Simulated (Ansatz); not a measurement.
# ClF4H3NTa: the cost of one run

Method: RKS PBE0/def2-SVP, in Ansatz 0.2.0.

### 1 Starting point

Bond lengths: Ta1–F2 2.280 Å, Ta1–F3 1.930 Å, Ta1–F4 1.930 Å, Ta1–F5 1.930 Å, Ta1–Cl6 2.470 Å, Ta1–N7 2.460 Å, N7–H8 1.060 Å, N7–H9 1.060 Å, Ta1–H10 2.367 Å. Angles (14 of 24 angles, heavy atoms first): F2–Ta1–F3 90.0°, F2–Ta1–F4 90.0°, F2–Ta1–F5 120.0°, F2–Ta1–Cl6 120.0°, F2–Ta1–N7 71.6°, F3–Ta1–F4 180.0°, F3–Ta1–F5 90.0°, F3–Ta1–Cl6 90.0°, F3–Ta1–N7 117.9°, F4–Ta1–F5 90.0°, F4–Ta1–Cl6 90.0°, F4–Ta1–N7 62.1°, F5–Ta1–Cl6 120.0°, F5–Ta1–N7 150.8°.

Structure file:

```xyz
10

Ta    0.0000    0.0000    0.0000
F     2.2800    0.0000    0.0000
F     0.0000    0.0000    1.9300
F     0.0000    0.0000   -1.9300
F    -0.9650    1.6714    0.0000
Cl   -1.2350   -2.1390    0.0000
N     0.7757   -2.0318   -1.1497
H     0.6234   -2.9825   -0.7064
H     1.2623   -1.9565   -2.0884
H     1.9521   -1.1656   -0.6596
```

### 2 Pulling towards end A

Springs on the bonds that form and break draw the guess towards this end; the thresholds are loose.

File input.yaml:

```yaml
crystal:
  periodic: [false, false, false]
  atoms:
    - { symbol: Ta, position_ang: [0.0, 0.0, 0.0] }
    - { symbol: F, position_ang: [2.28, 0.0, 0.0] }
    - { symbol: F, position_ang: [0.0, 0.0, 1.93] }
    - { symbol: F, position_ang: [0.0, 0.0, -1.93] }
    - { symbol: F, position_ang: [-0.965, 1.6714, 0.0] }
    - { symbol: Cl, position_ang: [-1.235, -2.139, 0.0] }
    - { symbol: "N", position_ang: [0.7757, -2.0318, -1.1497] }
    - { symbol: H, position_ang: [0.6234, -2.9825, -0.7064] }
    - { symbol: H, position_ang: [1.2623, -1.9565, -2.0884] }
    - { symbol: H, position_ang: [1.9521, -1.1656, -0.6596] }
basis:
  gaussian: { orbitals: def2-SVP }
hamiltonian:
  xc: pbe0
relax:
  f_tol: 0.15
  max_steps: 25
  restrain:
    - { distance: [0, 6], at: 3.36, k: 30.0 }
    - { distance: [9, 1], at: 2.12, k: 30.0 }
    - { distance: [0, 1], at: 1.93, k: 30.0 }
    - { distance: [9, 6], at: 1.06, k: 30.0 }
```

Command:

```sh
ansatz run input.yaml --threads 4 --pin off --max-ram 5120MiB --backend cpu --events-out ev --progress --plain --runs-dir out
```

**Question.** How long does this run take on 4 threads of Arm Neoverse V1, shared host, and how much memory does it need?

About 54 s, with a peak of 0.42 GiB.
